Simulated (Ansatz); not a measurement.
# GeH₄NO radical: up Jacob's ladder to CCSD(T)

One table from this session's results is given with a row withheld; the runs are named, their logs left out.

Program: Ansatz 0.2.0, Gaussian basis. Level of theory: functionals in def2-TZVPP, the program's frozen cores in correlated methods. These are calculated values, not measurements.

Levels to be run: LDA (SPW92), PBE-D4, revPBE-D4, BLYP-D4, r2SCAN-D4, B97M-V, PBE0-D4, B3LYP-D4, r2SCANh-D4, r2SCAN0-D4, HSE06-D4, BHLYP-D4, CAM-B3LYP-D4, LC-ωPBE, ωB97X-V, ωB97M-V, B2PLYP, PBE-QIDH; CCSD(T)/def2-SVP; CCSD(T)/def2-TZVPP; MP2/def2-QZVPP; extrapolation to the limit; RPA on PBE.

## The relaxed structure

An earlier PBE0-D4 in a triple-zeta def2 set relaxation fixed the geometry.

SMILES `[NH][GeH2][OH]`, 7 atoms, charge 0, spin multiplicity 2.

Atoms are counted from 1 here; the program's logs count them from 0.

Bond lengths: N1–Ge2 1.860 Å, N1–H4 1.025 Å, Ge2–O3 1.771 Å, Ge2–H5 1.544 Å, Ge2–H6 1.536 Å, O3–H7 0.961 Å. Angles: Ge2–N1–H4 110.2°, N1–Ge2–O3 106.5°, N1–Ge2–H5 107.6°, N1–Ge2–H6 113.8°, O3–Ge2–H5 110.8°, O3–Ge2–H6 105.4°, H5–Ge2–H6 112.6°, Ge2–O3–H7 111.8°.

Set-up of the first run:

Input file in.yaml:

```yaml
crystal:
  periodic: [false, false, false]
  atoms:
    - {symbol: N, position_ang: [-1.180001, -0.629604, -0.704335]}
    - {symbol: Ge, position_ang: [0.091826, 0.357854, 0.227285]}
    - {symbol: O, position_ang: [1.488064, -0.708494, 0.454167]}
    - {symbol: H, position_ang: [-2.073683, -0.127326, -0.724697]}
    - {symbol: H, position_ang: [0.468549, 1.575305, -0.644215]}
    - {symbol: H, position_ang: [-0.348330, 0.758218, 1.642881]}
    - {symbol: H, position_ang: [1.614777, -1.293953, -0.296687]}
basis:
  gaussian: {orbitals: def2-TZVPP}
magnetization: {spin_polarized: true, initial_magnetization: 1}
hamiltonian: {xc: lda}
output: {orbitals: {seedname: orbitals}}
```

Among the steps run: LDA; PBE-D4 (GGA); revPBE-D4 (GGA); BLYP-D4 (GGA); r2SCAN-D4 (meta-GGA); B97M-V (meta-GGA); PBE0-D4 (hybrid); B3LYP-D4 (hybrid); r2SCANh-D4 (hybrid); r2SCAN0-D4 (hybrid); HSE06-D4 (hybrid); BHLYP-D4 (hybrid); CAM-B3LYP-D4 (range-separated); LC-ωPBE-D4 (range-separated; the results give it without D4); ωB97X-V (range-separated); ωB97M-V (range-separated); B2PLYP (double hybrid); PBE-QIDH (double hybrid).

One table of the session follows, with a row left open; its other results are not shown here.

It belongs to the step «Frontier levels by functional». 

| functional | HOMO (eV) | LUMO (eV) | gap (eV) |
| --- | --- | --- | --- |
| LDA (SPW92) | -6.70 | -5.34 | 1.36 |
| PBE-D4 | -6.63 | -4.75 | 1.89 |
| revPBE-D4 | -6.58 | -4.59 | 1.99 |
| BLYP-D4 | -6.53 | -4.74 | 1.79 |
| r2SCAN-D4 | -6.96 | -4.05 | 2.92 |
| B97M-V | -7.06 | -4.20 | 2.87 |
| PBE0-D4 | -8.09 | -3.21 | 4.88 |
| B3LYP-D4 | -7.85 | -3.72 | 4.13 |
| r2SCANh-D4 | -7.50 | -3.52 | 3.98 |
| r2SCAN0-D4 | -8.31 | -2.74 | 5.57 |
| HSE06-D4 | -7.68 | -3.61 | 4.07 |
| BHLYP-D4 | -9.45 | -1.79 | 7.66 |
| CAM-B3LYP-D4 | ? | ? | ? |
| LC-ωPBE | -10.95 | -0.56 | 10.39 |
| ωB97X-V | -10.55 | -1.05 | 9.51 |
| ωB97M-V | -10.40 | -1.15 | 9.25 |

**Question.** Estimate the row for CAM-B3LYP-D4.

The run gave: HOMO (eV): -9.53; LUMO (eV): -2.12; gap (eV): 7.41. In the column «HOMO (eV)» it lies between ωB97M-V (-10.40) and BHLYP-D4 (-9.45).
